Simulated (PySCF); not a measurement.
The system is F2AlSeH, in a box.

```
F Al Se H
1.0
    12.00000    0.00000    0.00000
     0.00000   12.00000    0.00000
     0.00000    0.00000   13.00000
F Al Se H
2 1 1 1
Cartesian
  6.8696 5.7165 8.3479
  7.2788 4.8807 5.6818
  6.4564 5.7915 6.7662
  4.7471 7.1613 6.1146
  4.9460 6.7398 4.7201
```

Base run:

```yaml
Program: PySCF 2.14.0
Functional: PBE
Potentials_or_basis: pob-tzvp-rev2 (all-electron)
k_mesh: 1 × 1 × 1
Occupations: fixed
Spin: no spin polarisation
```

Its results: gap between the frontier levels 5.28 eV.

Question: The run is repeated on the same cell with these changes: functional from PBE to N12. What comes out?

Answer: Gap between the frontier levels 5.33 eV.

Caveats: this is a molecule in a periodic box at the Γ point, so its band gap is the HOMO-LUMO gap; relativity is left out, which matters for the heavier elements; the basis of atomic orbitals isn't converged, which shifts pressures, moduli and gaps; this basis is made for solids and lacks diffuse functions, so gaps of a molecule come out too wide by an eV or more.

